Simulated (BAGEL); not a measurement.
# AlBNH4F (SMILES [NH2][AlH][BH]F): a chain of runs

We compute a single-point energy (HF/def2-SVP), then a single-point energy (NEVPT2(2,2)/def2-SVP), then a single-point energy (CASPT2(2,2)/def2-SVP) of AlBNH4F. 

The calculation is run with BAGEL 1.2.2.

2 further runs of the same task are left out: 2 set aside as unsound or not needed.

### 1 The molecule

AlBNH4F has 8 atoms, charge 0, and is taken as a singlet. SMILES: `[NH2][AlH][BH]F`. The Al2–H7 distance was set to 2.146 Å, away from the relaxed value. At this shape a bond of the SMILES string is far longer than usual.

Bond lengths: N1–Al2 1.770 Å, Al2–B3 2.169 Å, B3–F4 1.330 Å, N1–H5 1.008 Å, N1–H6 1.008 Å, B3–H8 1.208 Å. Angles: N1–Al2–B3 116.8°, Al2–B3–F4 118.5°, Al2–N1–H5 125.6°, Al2–N1–H6 124.3°, Al2–B3–H8 127.4°, F4–B3–H8 114.1°, H5–N1–H6 110.2°.

### 2 A single-point energy at HF/def2-SVP (density fitting with svp-jkfit) (run 1)

Contents of job.json:

```json
{ "bagel" : [

{
  "title" : "molecule",
  "basis" : "svp",
  "df_basis" : "svp-jkfit",
  "geometry" : [
    { "atom" : "N", "xyz" : [    -2.47880100,     2.05358239,    -0.52927260 ] },
    { "atom" : "Al", "xyz" : [     0.15415441,     0.18124174,     0.33792272 ] },
    { "atom" : "B", "xyz" : [     1.03401089,    -3.00445856,    -2.08640693 ] },
    { "atom" : "F", "xyz" : [    -0.48136049,    -3.48520488,    -4.03206895 ] },
    { "atom" : "H", "xyz" : [    -3.10354446,     3.58822897,     0.40859847 ] },
    { "atom" : "H", "xyz" : [    -3.57408626,     1.72382518,    -2.05201391 ] },
    { "atom" : "H", "xyz" : [     2.17205121,     1.28406890,     3.67778498 ] },
    { "atom" : "H", "xyz" : [     2.78994441,    -4.45047699,    -1.89082028 ] }
  ]
},

{
  "title" : "hf"
},

{
  "title" : "print",
  "file" : "orbitals.molden",
  "orbitals" : true
}

]}
```

Launch:

```console
BAGEL_NUM_THREADS=1 BAGEL job.json > job.out
```

Log:

```text
* using 1 threads per process

  ===============================================================
  ===============================================================

  *** Geometry ***

  { "atom" : "N", "xyz" : [     -2.478801,      2.053582,     -0.529273 ] },
  { "atom" : "Al", "xyz" : [      0.154154,      0.181242,      0.337923 ] },
  { "atom" : "B", "xyz" : [      1.034011,     -3.004459,     -2.086407 ] },
  { "atom" : "F", "xyz" : [     -0.481360,     -3.485205,     -4.032069 ] },
  { "atom" : "H", "xyz" : [     -3.103544,      3.588229,      0.408598 ] },
  { "atom" : "H", "xyz" : [     -3.574086,      1.723825,     -2.052014 ] },
  { "atom" : "H", "xyz" : [      2.172051,      1.284069,      3.677785 ] },
  { "atom" : "H", "xyz" : [      2.789944,     -4.450477,     -1.890820 ] },

  Number of auxiliary basis functions:      429

  Since a DF basis is specified, we compute 2- and 3-index integrals:
    o Being stored without compression. Storage requirement is 0.022 GB

  Number of basis functions:       80
  Number of electrons      :       38

    * METHOD: MOLECULE                             0.18

  *** RHF ***

  === Nuclear Repulsion ===
   127.1371072857

      * DIIS with orbital gradients will be used.

  === RHF iteration (svp) ===
      0       -422.35915747          0.02272907           0.05
      1       -422.51640465          0.01563007           0.05
      2       -422.61186572          0.00145374           0.05
      3       -422.61380356          0.00024094           0.05
      4       -422.61384998          0.00010133           0.05
      5       -422.61385610          0.00002518           0.05
      6       -422.61385664          0.00000702           0.05
      7       -422.61385668          0.00000145           0.05
      8       -422.61385668          0.00000072           0.05
      9       -422.61385669          0.00000028           0.05
     10       -422.61385669          0.00000009           0.05
     11       -422.61385669          0.00000004           0.05
     12       -422.61385669          0.00000002           0.05
     13       -422.61385669          0.00000001           0.05
    * SCF iteration converged.

    * Permanent dipole moment:
           (    0.450712,    -0.112897,     0.389950) a.u.

    * METHOD: HF                                   0.89

    * METHOD: PRINT                                0.01

  ===============================================================
```

Run time: 1.2 s. Hardware: 1 thread of Arm Neoverse V1, shared host; peak memory 0.15 GiB.

### 3 The energy at NEVPT2(2,2)/def2-SVP (density fitting with svp-jkfit) (run 2)

Contents of job.json:

```json
{ "bagel": [

{
  "title": "molecule",
  "basis": "svp",
  "df_basis": "svp-jkfit",
  "geometry": [
    { "atom": "N", "xyz": [    -2.47880100,     2.05358239,    -0.52927260 ] },
    { "atom": "Al", "xyz": [     0.15415441,     0.18124174,     0.33792272 ] },
    { "atom": "B", "xyz": [     1.03401089,    -3.00445856,    -2.08640693 ] },
    { "atom": "F", "xyz": [    -0.48136049,    -3.48520488,    -4.03206895 ] },
    { "atom": "H", "xyz": [    -3.10354446,     3.58822897,     0.40859847 ] },
    { "atom": "H", "xyz": [    -3.57408626,     1.72382518,    -2.05201391 ] },
    { "atom": "H", "xyz": [     2.17205121,     1.28406890,     3.67778498 ] },
    { "atom": "H", "xyz": [     2.78994441,    -4.45047699,    -1.89082028 ] }
  ]
},

{
  "title": "hf"
},

{
  "title": "nevpt2",
  "nstate": 1,
  "nact": 2,
  "nclosed": 18,
  "active": [19, 21],
  "maxiter": 200,
  "natocc": "true",
  "ncore": 8
},

{
  "title": "print",
  "file": "orbitals.molden",
  "orbitals": "true"
}

]}
```

Launch:

```console
BAGEL_NUM_THREADS=1 BAGEL job.json > job.out
```

Log:

```text
* using 1 threads per process

  ===============================================================
  ===============================================================

  *** Geometry ***

  { "atom" : "N", "xyz" : [     -2.478801,      2.053582,     -0.529273 ] },
  { "atom" : "Al", "xyz" : [      0.154154,      0.181242,      0.337923 ] },
  { "atom" : "B", "xyz" : [      1.034011,     -3.004459,     -2.086407 ] },
[... 4 lines of this table left out ...]
  { "atom" : "H", "xyz" : [      2.789944,     -4.450477,     -1.890820 ] },

  Number of auxiliary basis functions:      429

  Since a DF basis is specified, we compute 2- and 3-index integrals:
    o Being stored without compression. Storage requirement is 0.022 GB

[... 18 lines left out ...]
    * SCF iteration converged.
[... 1 line left out ...]
    * Permanent dipole moment:
[... 28 lines left out ...]
    * Second-order optimization converged. *

     guess   0:   closed 1.                   open ..

  === FCI iteration ===

      0  0      -422.61296408     6.56e-02      0.00
      1  0      -422.63676099     1.24e-03      0.00
      2  0 *    -422.63677347     7.29e-16      0.00

     * ci vector, state   0, <S^2> = 0.0000
       2.     0.9839230374
       .2    -0.1785929911

  === DF-NEVPT2 calculation ===

    * 3-index integral transformation done
    * assembly done

      NEVPT2 correlation energy:   -0.4815302144      0.15

          (+0)     -0.4609575128
          (+0)'    -0.0017697736
          (+1)     -0.0052291876
          (+1)'    -0.0000000000
          (+2)     -0.0001244603
          (-1)     -0.0075430520
          (-1)'     0.0000000000
          (-2)     -0.0059062280

      NEVPT2 total energy:       -423.1183036852

    * METHOD: NEVPT2                               3.40

    * METHOD: PRINT                                0.01

  ===============================================================
```

Run time: 4.8 s. Hardware: 1 thread of Arm Neoverse V1, shared host; peak memory 0.15 GiB.

### 4 The energy at CASPT2(2,2)/def2-SVP (density fitting with svp-jkfit) (run 3)

Contents of input.json:

```json
{ "bagel" : [

{
  "title" : "molecule",
  "basis" : "svp",
  "df_basis" : "svp-jkfit",
  "angstrom" : false,
  "geometry" : [
    { "atom" : "N", "xyz" : [    -2.47880100,     2.05358239,    -0.52927260 ] },
    { "atom" : "Al", "xyz" : [     0.15415441,     0.18124174,     0.33792272 ] },
    { "atom" : "B", "xyz" : [     1.03401089,    -3.00445856,    -2.08640693 ] },
    { "atom" : "F", "xyz" : [    -0.48136049,    -3.48520488,    -4.03206895 ] },
    { "atom" : "H", "xyz" : [    -3.10354446,     3.58822897,     0.40859847 ] },
    { "atom" : "H", "xyz" : [    -3.57408626,     1.72382518,    -2.05201391 ] },
    { "atom" : "H", "xyz" : [     2.17205121,     1.28406890,     3.67778498 ] },
    { "atom" : "H", "xyz" : [     2.78994441,    -4.45047699,    -1.89082028 ] }
  ]
},

{
  "title" : "hf"
},

{
  "title" : "casscf",
  "nstate" : 1,
  "nact" : 2,
  "nclosed" : 18,
  "active" : [19, 21],
  "maxiter" : 200,
  "natocc" : true
},

{
  "title" : "print",
  "file" : "orbitals.molden",
  "orbitals" : true
},

{
  "title" : "smith",
  "method" : "caspt2",
  "ms" : true,
  "xms" : true,
  "sssr" : true,
  "shift" : 0.2,
  "shift_imag" : true,
  "ncore" : 8
}

]}
```

Launch:

```console
BAGEL_NUM_THREADS=1 BAGEL input.json > input.out
```

Log:

```text
* using 1 threads per process

  ===============================================================
  ===============================================================

  *** Geometry ***

  { "atom" : "N", "xyz" : [     -2.478801,      2.053582,     -0.529273 ] },
  { "atom" : "Al", "xyz" : [      0.154154,      0.181242,      0.337923 ] },
  { "atom" : "B", "xyz" : [      1.034011,     -3.004459,     -2.086407 ] },
[... 4 lines of this table left out ...]
  { "atom" : "H", "xyz" : [      2.789944,     -4.450477,     -1.890820 ] },

  Number of auxiliary basis functions:      429

  Since a DF basis is specified, we compute 2- and 3-index integrals:
    o Being stored without compression. Storage requirement is 0.022 GB

[... 18 lines left out ...]
    * SCF iteration converged.
[... 1 line left out ...]
    * Permanent dipole moment:
[... 27 lines left out ...]
    * Second-order optimization converged. *
[... 9 lines left out ...]
     * ci vector, state   0, <S^2> = 0.0000
[... 16 lines left out ...]
    * Zeroth order energy : state  0       -0.6922227030
[... 4 lines left out ...]
       #      aibj      arbs      arbi      airj      risj      airs      arst      rist         Etot      error   time
[... 2 lines left out ...]
       0  -0.45971  -0.00714  -0.00769  -0.00588  -0.00021  -0.00157  -0.00000  -0.00000   -0.4821867  0.0006820   0.07
       1  -0.45981  -0.00716  -0.00770  -0.00598  -0.00023  -0.00161   0.00000  -0.00000   -0.4824909  0.0001165   0.06
       2  -0.45981  -0.00716  -0.00770  -0.00599  -0.00023  -0.00161  -0.00000  -0.00000   -0.4824984  0.0000269   0.06
       3  -0.45981  -0.00716  -0.00770  -0.00598  -0.00023  -0.00161   0.00000  -0.00000   -0.4824987  0.0000055   0.06
       4  -0.45981  -0.00716  -0.00770  -0.00598  -0.00023  -0.00161   0.00000  -0.00000   -0.4824988  0.0000010   0.06
       5  -0.45981  -0.00716  -0.00770  -0.00598  -0.00023  -0.00161  -0.00000  -0.00000   -0.4824988  0.0000002   0.06

      ------------------------------------------------------------------------------------------------------------------

    * CASPT2 energy : state  0     -423.1214420119
        w/o shift correction       -423.1192722363
        reference weight              0.8747811940

    * METHOD: SMITH                                0.54

  ===============================================================
```

It took 5.1 s on 1 thread of Arm Neoverse V1, shared host; peak memory 0.16 GiB.

### 5 Results

| quantity | value |
| --- | --- |
| run 1, HF/def2-SVP: total energy | -422.61386 Eh |
| run 1, HF/def2-SVP: dipole moment | 1.54 D |
| run 1, HF/def2-SVP: HOMO energy | -9.73 eV |
| run 1, HF/def2-SVP: LUMO energy | 0.92 eV |
| run 1, HF/def2-SVP: HOMO–LUMO gap | 10.65 eV |
| run 2, NEVPT2(2,2)/def2-SVP: total energy | -423.11830 Eh |
| run 3, CASPT2(2,2)/def2-SVP: total energy | -423.12144 Eh |
